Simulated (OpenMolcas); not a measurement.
# One shape, several levels: doublet [BHOF2]+

Aim: a comparison of 4 runs (UHF/STO-3G, UHF/3-21G, UPBE0/def2-SVPD, ROMP2/def2-SVPD) of doublet [BHOF2]+. 

The results are computed with OpenMolcas 26.06.

1 further run of the same task is left out (it didn't finish).

## (1) The molecule

[BHOF2]+ has 5 atoms, charge +1, and is taken as a doublet. SMILES of the parent species: `OB(F)F`. The shape is that of a PBE0-D4/def2-TZVP optimisation. That shape belongs to the parent species and isn't relaxed for this state.

Bond lengths: O1–B2 1.345 Å, B2–F3 1.317 Å, B2–F4 1.327 Å, O1–H5 0.960 Å. Angles: O1–B2–F3 119.5°, O1–B2–F4 122.2°, F3–B2–F4 118.3°, B2–O1–H5 113.5°.

## (2) The energy at UHF/STO-3G (run 1)

The input, mol.xyz:

```xyz
5

O      0.038630     1.000750     0.174310
B      0.105760    -0.342460     0.137210
F      0.731030    -0.986880     1.100700
F     -0.439530    -1.051930    -0.843330
H     -0.435890     1.380520    -0.568880
```

The input, job.inp:

```
&GATEWAY
BasLib
$CurrDir
Coord
mol.xyz
Basis
STO-3G
Group
NoSym
&SEWARD
&SCF
UHF
Charge
1
Spin
2
Thresholds
1e-10 1e-07 1e-07 1e-05
PrOrbitals
1 2
```

The basis set STO-3G is read from a file made from the Basis Set Exchange's data (not shown).

The run is started by

```
$ export MOLCAS_MEM=1860
$ pymolcas job.inp > job.log
```

The program printed:

```text
--- Start Module: gateway ---
[...]
--- Stop Module: gateway /rc=_RC_ALL_IS_WELL_ ---
--- Start Module: seward ---
[...]
      Basis functions           21
--- Stop Module: seward /rc=_RC_ALL_IS_WELL_ ---
--- Start Module: scf ---
[...]
       Convergence after  22 Iterations
[...]
::    Total SCF energy                               -294.6990640308
[...]
      Total spin, S                                     0.5048971216
[...]
      Total electronic charge=   31.000000
      Total            charge=    1.000000
[...]
      Dipole Moment (debye):
      Origin of the operator (angstrom)=    0.1042   -0.3803    0.1305
                   X= -1.3142E+00               Y=  5.0523E+00               Z= -1.6168E+00           Total=  5.4650E+00
      Center of Charge (angstrom)
[...]
--- Stop Module: scf /rc=_RC_ALL_IS_WELL_ ---
[...]
```

It took 1.6 s on 1 thread of Arm Neoverse V2, shared host; peak memory 0.37 GiB.

## (3) A single-point energy at UHF/3-21G (run 2)

The input, calc.input:

```
&GATEWAY
  BasLib = $CurrDir
  Coord
  5
  angstrom
  O        0.038630       1.000750       0.174310
  B        0.105760      -0.342460       0.137210
  F        0.731030      -0.986880       1.100700
  F       -0.439530      -1.051930      -0.843330
  H       -0.435890       1.380520      -0.568880
  Basis = 3-21G
  Group = NoSym

&SEWARD

&SCF
  UHF
  Charge = 1
  Spin = 2
  Thresholds = 1e-10 1e-07 1e-07 1e-05
  PrOrbitals = 1
```

The basis set 3-21G is read from a file made from the Basis Set Exchange's data (not shown).

The run is started by

```
$ export MOLCAS_MEM=1860
$ pymolcas calc.input > calc.log
```

The program printed:

```text
--- Start Module: gateway ---
[...]
--- Stop Module: gateway /rc=_RC_ALL_IS_WELL_ ---
--- Start Module: seward ---
[...]
      Basis functions           38
--- Stop Module: seward /rc=_RC_ALL_IS_WELL_ ---
--- Start Module: scf ---
[...]
       Convergence after  22 Iterations
[...]
::    Total SCF energy                               -297.1161316329
[...]
      Total spin, S                                     0.5023896628
[...]
      Total electronic charge=   31.000000
      Total            charge=    1.000000
[...]
      Dipole Moment (debye):
      Origin of the operator (angstrom)=    0.1042   -0.3803    0.1305
                   X= -1.5806E+00               Y=  6.1688E+00               Z= -1.9345E+00           Total=  6.6554E+00
      Center of Charge (angstrom)
[...]
--- Stop Module: scf /rc=_RC_ALL_IS_WELL_ ---
[...]
```

Run time: 1.8 s. Hardware: 1 thread of Arm Neoverse V2, shared host; peak memory 0.37 GiB.

Run 3 isn't shown in full; the table further down has it.

## (4) The energy at ROMP2/def2-SVPD (run 4)

The input, geom.xyz:

```xyz
5

O      0.038630     1.000750     0.174310
B      0.105760    -0.342460     0.137210
F      0.731030    -0.986880     1.100700
F     -0.439530    -1.051930    -0.843330
H     -0.435890     1.380520    -0.568880
```

The input, test.input:

```
&GATEWAY
 BasLib=$CurrDir
 Coord=geom.xyz
 Basis=def2-SVPD
 Group=NoSym

&SEWARD

&SCF
 UHF
 Charge=1
 Spin=2
 Thresholds=1e-10 1e-07 1e-07 1e-05
 PrOrbitals=1 1

&RASSCF
 FileOrb=$Project.UnaOrb
 Spin=2
 Nactel=1 0 0
 Inactive=15
 Ras2=1
 OutOrbitals=Canonical
 OrbListing=NoCore

&CASPT2
 IPEA=0.0
 Frozen=4
```

The basis set def2-SVPD is read from a file made from the Basis Set Exchange's data (not shown).

The run is started by

```
$ export MOLCAS_MEM=1860
$ pymolcas test.input > test.log
```

The program printed:

```text
--- Start Module: gateway ---
[...]
--- Stop Module: gateway /rc=_RC_ALL_IS_WELL_ ---
[...]
      Basis functions           97
[...]
       Convergence after  28 Iterations
[...]
::    Total SCF energy                               -298.5073904409
[...]
      Total spin, S                                     0.5030880217
[...]
--- Start Module: rasscf ---
[...]
      Number of active orbitals                  1
[...]
      Spin quantum number                      0.5
[...]
      Active orbitals                            1
[...]
      Number of CSFs                             1
[...]
      Number of root(s) required                 1
[...]
      Convergence after  7 iterations
[...]
      printout of CI-coefficients larger than  0.05 for root  1
      energy=    -298.502938
      conf/sym  1     Coeff  Weight
             1  u   1.00000 1.00000
      Natural orbitals and occupation numbers for root  1
      sym 1:   1.000000
      ************************************************************************************************************************
      *                                                    Final results                                                     *
[...]
::    RASSCF root number  1 Total energy:   -298.50293787
[...]
      Total electronic charge=   31.000000
      Total            charge=    1.000000
[...]
      Dipole Moment (debye):
      Origin of the operator (angstrom)=    0.1042   -0.3803    0.1305
                   X= -1.3586E+00               Y=  6.1216E+00               Z= -1.5723E+00           Total=  6.4646E+00
      Center of Charge (angstrom)
[...]
--- Stop Module: rasscf /rc=_RC_ALL_IS_WELL_ ---
[...]
--- Start Module: caspt2 ---
[...]
      E2 (Variational):          -0.6166614020
      Total energy:            -299.1195992715
[...]
      Reference weight:           0.87326
[...]
::    CASPT2 Root  1     Total energy:   -299.11959927
[...]
```

Run time: 18 s. Hardware: 1 thread of Arm Neoverse V2, shared host; peak memory 0.54 GiB.

## (5) Overview of the runs

```
run            level  integration grid  frozen core orbitals  energy (Eh)  HOMO energy (eV)  LUMO energy (eV)   ⟨S²⟩  wall time
  1       UHF/STO-3G                 –                     –  -294.699064            -19.67             -7.42  0.760      1.6 s
  2        UHF/3-21G                 –                     –  -297.116132            -23.98            -10.72  0.755      1.8 s
  3  UPBE0/def2-SVPD         UltraFine                     –  -299.519053            -19.36            -16.83  0.757       54 s
  4  ROMP2/def2-SVPD                 –                     4  -299.119599                 –                 –      –       18 s
```

## (6) What came out

```
           quantity          value
run 4: total energy  -299.11960 Eh
```

**Reading.** In run 1 the basis is minimal, so the values are rough. All runs together took 75 s, the longest 54 s.
